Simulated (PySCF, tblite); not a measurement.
# C5H6F2O: geometry, infrared bands, NMR shifts, spin-spin couplings, electronic excitations and core binding energies

Aim: predict the infrared bands, NMR shifts, spin-spin couplings, electronic excitations and core binding energies of C5H6F2O (`FC(F)[C@H]1C=CCO1`).

The runs use tblite 0.8.0 and PySCF 2.14.0, with density-fitted response routines of our own; the level of theory stands in each step. All values are computed, except where a source is named. Atoms count from 0, in the outputs and in this text.

**1. Starting geometry**

14 atoms, charge 0, multiplicity 1; geometry from: GFN2-xTB.

Bonds of the start (Å): F0–C1 1.35, C1–F2 1.35, C1–C3 1.54, C3–C4 1.50, C4–C5 1.32, C5–C6 1.50, C6–O7 1.42, O7–C3 1.41, C1–H8 1.10, C3–H9 1.10, C4–H10 1.07, C5–H11 1.07, C6–H12 1.10, C6–H13 1.10.

**2. Infrared spectrum with GFN2-xTB**

What the job is given:

```
{"job": {"kind": "ir", "xc": "GFN2-xTB", "basis": "xTB"}, "charge": 0, "multiplicity": 1}
F      1.128188    -0.743034    -1.647895
C      1.707358    -0.286063    -0.513896
F      2.579446     0.677968    -0.893440
C      0.661915     0.289473     0.466059
C     -0.380329     1.102301    -0.250239
C     -1.540216     0.475053    -0.175965
C     -1.384875    -0.783619     0.618066
O     -0.043071    -0.759753     1.096274
H      2.273476    -1.113776    -0.062785
H      1.221970     0.858396     1.221754
H     -0.134788     2.015797    -0.755856
H     -2.480678     0.770040    -0.599541
H     -1.550095    -1.673675    -0.005087
H     -2.058980    -0.829580     1.480384
```

**Question.** This job is followed by: PBE0-D3(BJ)/def2-SVP geometry optimisation, gas phase; GIAO PBE0/pcSseg-1 NMR shielding, non-relativistic, gas phase; B3LYP/pcJ-1 indirect spin-spin coupling, non-relativistic, gas phase; TDDFT wB97X-D/def2-SVPD, vertical, gas phase, core orbitals frozen in the response; GIAO mPW1PW91/pcSseg-1 NMR shielding, non-relativistic, gas phase; delta-SCF UKS SCAN, pcX-2 on the ionised atom, pcseg-1 elsewhere, spin-free X2C. Predict these results of the whole session: strongest single infrared mode (GFN2-xTB); zero-point energy (GFN2-xTB); point group; rotational constants (main isotopes); 13C shifts against TMS (PBE0/pcSseg-1); 1H shifts against TMS (PBE0/pcSseg-1); 19F shifts against CFCl3 (PBE0/pcSseg-1); 17O shifts against H2O (PBE0/pcSseg-1); largest coupling of the table (B3LYP/pcJ-1); lowest singlet (wB97X-D/def2-SVPD); brightest single state of those computed; lowest triplet; vertical ionisation energy (ΔSCF); C1s binding energies, SCAN/pcX-2; F1s binding energies, SCAN/pcX-2; O1s binding energies, SCAN/pcX-2; range of the shift of O7.

The runs gave:

| quantity | value |
| --- | --- |
| strongest single infrared mode (GFN2-xTB) | 1097 cm⁻¹, 115 km/mol |
| zero-point energy (GFN2-xTB) | 63.6 kcal/mol |
| point group | C1 |
| rotational constants (main isotopes) | 4.08, 1.58, 1.48 GHz |
| 13C shifts against TMS (PBE0/pcSseg-1) | 140.2, 130.8, 117.7, 88.3, 79.0 ppm |
| 1H shifts against TMS (PBE0/pcSseg-1) | 6.26, 6.06, 5.65, 4.83, 4.81, 4.80 ppm |
| 19F shifts against CFCl3 (PBE0/pcSseg-1) | -146.7, -147.4 ppm |
| 17O shifts against H2O (PBE0/pcSseg-1) | 40.1 ppm |
| largest coupling of the table (B3LYP/pcJ-1) | 1J(F,C) F0–C1, -309.9 Hz |
| lowest singlet (wB97X-D/def2-SVPD) | 6.43 eV (193 nm), f = 0.131 |
| brightest single state of those computed | state 3, 7.84 eV, f = 0.158 |
| lowest triplet | 4.40 eV |
| vertical ionisation energy (ΔSCF) | 9.43 eV |
| C1s binding energies, SCAN/pcX-2 | C1 295.40, C3 292.68, C6 292.50, C5 290.83, C4 290.75 eV |
| F1s binding energies, SCAN/pcX-2 | F2 693.23, F0 693.14 eV |
| O1s binding energies, SCAN/pcX-2 | O7 538.72 eV |
| range of the shift of O7 | 39.7 to 40.1 ppm |

What this shows: All 36 modes are real, so the xTB geometry is a minimum. The strongest single mode, at 1097 cm⁻¹, is carried by O7, C3, C6, C1. GFN2-xTB is a fitted tight-binding method: band positions and strengths are rough. Its intensities can rank the bands wrongly. The optimisation took 9 steps and gained 0.061 eV; among the close pairs (by a distance rule), C1–C3 changed most, from 1.544 to 1.523 Å. Of the pairs tabulated at B3LYP/pcJ-1, F0–C1 couples most strongly (-309.9 Hz; Fermi contact -306.4 Hz). Couplings across rotatable bonds belong to this one conformer; where others are populated, the observed values are averages. Density functionals describe couplings to fluorine poorly, F–F couplings above all, so those rows are rough. The first singlet state (HOMO→LUMO 0.92) lies at 6.43 eV and is bright; of the 10 states computed, the strongest absorption comes from state 3 at 7.84 eV. The lowest triplet lies 2.03 eV below the lowest singlet (triplets in Tamm-Dancoff, singlets in full TDDFT). ΔSCF puts the ionisation energy at 9.43 eV, 0.30 eV above −ε(HOMO). The F1s levels kept as sound span 0.09 eV, from F0 (fluorine of a CF2 group) up to F2 (fluorine of a CF2 group). Across the 2 runs the shift of O7 moves most, between 39.7 (mPW1PW91/pcSseg-1) and 40.1 ppm (PBE0/pcSseg-1).
